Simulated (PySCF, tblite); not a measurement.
# C5H2F2O3: dynamics, then NMR shifts on frames, part 1 of 2

Aim: move C5H2F2O3 (`O=CC1=C(F)OC=C(F)O1`) away from its starting geometry and see how NMR shifts follow the geometry.

The runs use tblite 0.8.0 and PySCF 2.14.0, with density-fitted response routines of our own; the level of theory stands in each step. All values are computed, except where a source is named. Atoms count from 0, in the outputs and in this text.

## (1) The starting structure

12 atoms, charge 0, multiplicity 1; geometry from: GFN2-xTB.

Bonds of the start (Å): O0–C1 1.20, C1–C2 1.46, C2–C3 1.34, C3–F4 1.32, C3–O5 1.34, O5–C6 1.41, C6–C7 1.33, C7–F8 1.32, C7–O9 1.35, O9–C2 1.41, C1–H10 1.10, C6–H11 1.07.

## (2) Thermal motion with GFN2-xTB

Job settings and geometry (Å):

```
{"job": {"kind": "md", "xc": "GFN2-xTB", "basis": "xTB", "temperature": 300, "steps": 2000, "every": 50, "frames": 5}, "charge": 0, "multiplicity": 1}
O      2.707582     1.445029     0.053192
C      2.197371     0.359374     0.027304
C      0.754349     0.108420     0.007846
C      0.208020    -1.119853    -0.021701
F      0.954598    -2.211210    -0.035036
O     -1.098538    -1.421833    -0.040853
C     -1.918604    -0.279750    -0.027679
C     -1.394322     0.936922     0.002062
F     -2.149897     2.022325     0.015488
O     -0.075856     1.244487     0.022113
H      2.783001    -0.577275     0.015045
H     -2.966506    -0.507324    -0.043809
```

Level: GFN2-xTB Langevin dynamics, gas phase.

Run with:

```sh
$ OMP_NUM_THREADS=1 python probes_run.py task.json out
```

The driver reads the jobs from task.json and runs them one after another.

The log of the run:

```text
t/fs     T/K      E/eV
    0.0   261.5   -906.46029
   25.0   190.8   -906.18055
   50.0   214.5   -906.19299
   75.0   203.2   -906.15972
  100.0   242.5   -906.33479
  125.0   181.2   -906.20588
  150.0   183.7   -906.19081
  175.0   274.1   -906.18798
  200.0   236.0   -906.13735
  225.0   147.8   -906.10785
  250.0    84.5   -906.16981
  275.0   234.8   -906.25418
  300.0   203.6   -906.12605
  325.0   231.3   -906.07972
  350.0   205.7   -905.97954
  375.0   253.4   -906.12529
  400.0   237.6   -906.13464
  425.0   243.8   -906.01479
  450.0   246.5   -905.93858
  475.0   394.1   -905.97139
  500.0   418.1   -906.07085
  525.0   366.0   -905.96540
  550.0   216.1   -905.73406
  575.0   261.3   -905.81254
  600.0   372.6   -905.94477
  625.0   310.9   -905.93620
  650.0   329.7   -905.96815
  675.0   269.6   -905.91621
  700.0   334.5   -906.06461
  725.0   216.6   -905.93473
  750.0   329.9   -906.17500
  775.0   167.8   -906.09753
  800.0   285.1   -906.17399
  825.0   277.6   -906.01222
  850.0   379.7   -906.07990
  875.0   307.4   -905.99629
  900.0   352.4   -906.26911
  925.0   308.6   -906.14083
  950.0   296.9   -906.14475
  975.0   233.3   -906.10332
 1000.0   219.6   -906.08073
```

Run time: 26 s. Hardware: 1 thread of Intel Xeon Platinum 8259CL at 2.50GHz, shared host; peak memory 0.18 GiB.

Distance from the start (root mean square after alignment): 0 fs 0.00 Å, 200 fs 0.10 Å, 400 fs 0.09 Å, 600 fs 0.31 Å, 800 fs 0.15 Å, 1000 fs 0.26 Å.

Positions (Å) and forces (eV/Å) at 1000 fs:

```xyz
12

O     2.124    0.836    1.770   -0.033    0.860    0.382
C     1.879   -0.161    1.161   -1.684    1.086   -0.205
C     0.528   -0.430    0.563    1.209   -0.321    0.255
C     0.076   -1.631    0.191   -0.229   -1.039   -0.296
F     0.720   -2.821    0.158    0.079    1.224    0.334
O    -1.168   -1.847   -0.250   -1.070    0.081   -0.642
C    -1.840   -0.720   -0.829    2.381    0.462    1.596
C    -1.309    0.465   -0.498   -0.937    0.081    0.030
F    -1.798    1.621   -0.977    0.388   -0.580    0.274
O    -0.358    0.648    0.461   -0.102    0.161   -0.367
H     2.637   -0.869    1.035    0.867   -1.779   -0.480
H    -2.573   -0.967   -1.520   -0.869   -0.235   -0.880
```

## (3) Shielding tensors: 250 fs, PBE0/pcSseg-1

Job settings and geometry (Å):

```
{"job": {"kind": "nmr", "xc": "PBE0", "basis": "pcSseg-1", "pop": false}, "charge": 0, "multiplicity": 1}
O      2.397800     1.784300     0.030000
C      1.918600     0.669100     0.050100
C      0.541900     0.272800     0.227100
C      0.124000    -1.032900     0.339400
F      1.010700    -2.026500     0.335300
O     -1.117600    -1.491200     0.253000
C     -2.094100    -0.473100     0.214000
C     -1.719100     0.789900     0.291000
F     -2.543700     1.842900     0.411700
O     -0.449000     1.269100     0.297000
H      2.613500    -0.145100    -0.269200
H     -3.017300    -0.980200     0.149800
```

Level: GIAO PBE0/pcSseg-1 NMR shielding, non-relativistic, gas phase.

The log of the run:

```text
coarse grid: 12104 points
cycle   1  E = -615.8746325005  dE =  2.302e+00  |g| = 1.228e+00  |ddm| = 3.493e+00
cycle   2  E = -612.6697848306  dE =  3.205e+00  |g| = 3.355e+00  |ddm| = 3.393e+00
cycle   3  E = -616.0114962426  dE = -3.342e+00  |g| = 8.025e-01  |ddm| = 3.180e+00
cycle   4  E = -616.1668206642  dE = -1.553e-01  |g| = 1.958e-01  |ddm| = 8.950e-01
cycle   5  E = -616.1701042885  dE = -3.284e-03  |g| = 1.586e-01  |ddm| = 2.975e-01
cycle   6  E = -616.1746719071  dE = -4.568e-03  |g| = 5.232e-02  |ddm| = 1.590e-01
cycle   7  E = -616.1752573827  dE = -5.855e-04  |g| = 1.868e-02  |ddm| = 4.740e-02
cycle   8  E = -616.1753145745  dE = -5.719e-05  |g| = 7.084e-03  |ddm| = 1.759e-02
cycle   9  E = -616.1753265185  dE = -1.194e-05  |g| = 1.989e-03  |ddm| = 1.277e-02
cycle  10  E = -616.1753271582  dE = -6.397e-07  |g| = 1.005e-03  |ddm| = 2.359e-03
final grid: 123616 points
cycle  11  E = -616.2789021020  dE = -1.449e-05  |g| = 1.664e-02  |ddm| = 2.596e-02
cycle  12  E = -616.2787752183  dE =  1.269e-04  |g| = 3.122e-02  |ddm| = 3.623e-02
cycle  13  E = -616.2789480521  dE = -1.728e-04  |g| = 3.306e-03  |ddm| = 2.731e-02
cycle  14  E = -616.2789501256  dE = -2.073e-06  |g| = 3.474e-04  |ddm| = 3.342e-03
cycle  15  E = -616.2789501380  dE = -1.244e-08  |g| = 2.444e-04  |ddm| = 4.339e-04
cycle  16  E = -616.2789501501  dE = -1.211e-08  |g| = 7.024e-05  |ddm| = 2.326e-04
cycle  17  E = -616.2789501512  dE = -1.054e-09  |g| = 2.357e-05  |ddm| = 7.928e-05
cycle  18  E = -616.2789501513  dE = -1.107e-10  |g| = 7.764e-06  |ddm| = 2.245e-05
converged SCF energy = -616.2789501513

GIAO shielding tensors (ppm)
atom      isotropic    diamagn.    paramagn.     s11        s22        s33       span
  0 O     -361.568     394.048    -755.617  -1093.398   -418.919    427.611   1521.009
  1 C        5.000     241.190    -236.191    -94.750      9.905     99.845    194.595
  2 C       61.410     259.781    -198.370     26.207     52.277    105.748     79.541
  3 C        6.920     250.777    -243.857    -63.515     23.856     60.420    123.935
  4 F      272.714     472.950    -200.236    202.937    284.074    331.132    128.195
  5 O      201.781     398.153    -196.372     90.182    248.552    266.610    176.428
  6 C       74.392     250.899    -176.507     29.818     85.976    107.383     77.565
  7 C       17.475     248.182    -230.706    -48.323     39.441     61.308    109.631
  8 F      284.396     470.681    -186.285    253.745    290.608    308.835     55.090
  9 O      212.460     398.765    -186.305    131.842    209.474    296.065    164.223
 10 H       21.587      27.037      -5.450     18.462     22.514     23.784      5.321
 11 H       25.667      28.678      -3.011     23.671     25.365     27.964      4.292
```

It took 51 s on 1 thread of Intel Xeon Platinum 8259CL at 2.50GHz, shared host; peak memory 0.8 GiB.

The references, computed at this level on geometries of the same kind, shield at (ppm): 1H TMS 31.72, 13C TMS 186.9, 19F CFCl3 170.9, 17O H2O 336.1. Their shielding less the atom's gives the shift. The references are single molecules in the gas phase, so shifts against H2O, NH3, PH3, H3PO4 or CFCl3 are not on the usual liquid scales and can be off by tens of ppm. Each atom is listed at this fixed geometry, with no averaging over motion; a spectrum would average atoms that exchange fast.

```csv
atoms,environment,σ (ppm),δ (ppm)
C1,aldehyde carbonyl carbon,5.0,181.9
C3,alkene carbon bearing oxygen,6.9,180.0
C7,alkene carbon bearing oxygen,17.5,169.4
C2,alkene carbon bearing oxygen,61.4,125.5
C6,alkene carbon bearing oxygen,74.4,112.5
H10,hydrogen on an aldehyde carbonyl carbon,21.59,10.13
H11,hydrogen on an alkene carbon bearing oxygen,25.67,6.05
O0,aldehyde oxygen,-361.6,697.6
O5,ether oxygen,201.8,134.3
O9,ether oxygen,212.5,123.6
F4,vinylic fluorine,272.7,-101.8
F8,vinylic fluorine,284.4,-113.5
```

Ring of atoms C2, C3, O5, C6, C7, O9: NICS(0) 3.8, NICS(1) 3.5, NICS(1)zz 17.2 ppm (means of both faces).

## (4) NMR shieldings: 425 fs, PBE0/pcSseg-1

Job settings and geometry (Å):

```
{"job": {"kind": "nmr", "xc": "PBE0", "basis": "pcSseg-1", "pop": false}, "charge": 0, "multiplicity": 1}
O      2.476000     1.392200     0.676500
C      1.986400     0.305000     0.518900
C      0.520700     0.104200     0.422100
C      0.068300    -1.128300     0.197300
F      0.908300    -2.179500     0.373600
O     -1.180500    -1.609800     0.077200
C     -2.163400    -0.607000    -0.066200
C     -1.759500     0.645000     0.184400
F     -2.598700     1.686400     0.345300
O     -0.476400     1.082500     0.436900
H      2.664000    -0.529000     0.390200
H     -3.178500    -0.889700    -0.207000
```

With the program's defaults for keys left out, this is: GIAO PBE0/pcSseg-1 NMR shielding, non-relativistic, gas phase.

The log of the run:

```text
coarse grid: 12104 points
cycle   1  E = -615.8840818698  dE =  2.233e+00  |g| = 1.210e+00  |ddm| = 3.460e+00
cycle   2  E = -612.8333114773  dE =  3.051e+00  |g| = 3.233e+00  |ddm| = 3.239e+00
cycle   3  E = -615.9711952045  dE = -3.138e+00  |g| = 8.636e-01  |ddm| = 3.093e+00
cycle   4  E = -616.1564123895  dE = -1.852e-01  |g| = 2.004e-01  |ddm| = 8.881e-01
cycle   5  E = -616.1607988004  dE = -4.386e-03  |g| = 1.741e-01  |ddm| = 3.382e-01
cycle   6  E = -616.1663687045  dE = -5.570e-03  |g| = 4.804e-02  |ddm| = 1.606e-01
cycle   7  E = -616.1668070345  dE = -4.383e-04  |g| = 1.918e-02  |ddm| = 4.492e-02
cycle   8  E = -616.1668713662  dE = -6.433e-05  |g| = 6.669e-03  |ddm| = 1.766e-02
cycle   9  E = -616.1668815128  dE = -1.015e-05  |g| = 1.987e-03  |ddm| = 1.105e-02
cycle  10  E = -616.1668822125  dE = -6.996e-07  |g| = 1.130e-03  |ddm| = 2.745e-03
final grid: 123616 points
cycle  11  E = -616.2714239635  dE = -1.565e-05  |g| = 1.688e-02  |ddm| = 2.589e-02
cycle  12  E = -616.2712973880  dE =  1.266e-04  |g| = 3.135e-02  |ddm| = 3.625e-02
cycle  13  E = -616.2714715416  dE = -1.742e-04  |g| = 3.133e-03  |ddm| = 2.711e-02
cycle  14  E = -616.2714733949  dE = -1.853e-06  |g| = 3.783e-04  |ddm| = 3.164e-03
cycle  15  E = -616.2714734137  dE = -1.887e-08  |g| = 2.132e-04  |ddm| = 4.149e-04
cycle  16  E = -616.2714734225  dE = -8.795e-09  |g| = 7.250e-05  |ddm| = 2.085e-04
cycle  17  E = -616.2714734236  dE = -1.083e-09  |g| = 1.982e-05  |ddm| = 7.446e-05
cycle  18  E = -616.2714734237  dE = -7.822e-11  |g| = 8.007e-06  |ddm| = 2.003e-05
converged SCF energy = -616.2714734237

GIAO shielding tensors (ppm)
atom      isotropic    diamagn.    paramagn.     s11        s22        s33       span
  0 O     -358.625     394.547    -753.172  -1064.468   -436.834    425.426   1489.895
  1 C        4.906     241.385    -236.479   -100.780     22.686     92.813    193.594
  2 C       61.469     256.478    -195.010     10.983     63.133    110.291     99.308
  3 C        6.872     251.800    -244.928    -64.593     28.101     57.108    121.701
  4 F      276.610     473.566    -196.956    221.029    287.414    321.387    100.358
  5 O      214.019     396.703    -182.684    116.405    223.986    301.667    185.262
  6 C       71.402     253.096    -181.695     11.558     97.179    105.468     93.909
  7 C       10.812     248.738    -237.926    -66.384     42.284     56.535    122.919
  8 F      280.125     470.906    -190.781    247.297    280.159    312.917     65.620
  9 O      210.049     398.884    -188.835    122.240    222.838    285.069    162.828
 10 H       21.637      27.404      -5.767     18.813     21.598     24.500      5.687
 11 H       25.203      28.095      -2.892     24.289     24.704     26.615      2.326
```

It took 44 s on 1 thread of Intel Xeon Platinum 8259CL at 2.50GHz, shared host; peak memory 0.81 GiB.

In short: δ C1 182.0, C3 180.1, C7 176.1, C2 125.5, H10 10.08, H11 6.51 ppm.

(Continued in part 2 of 2.)
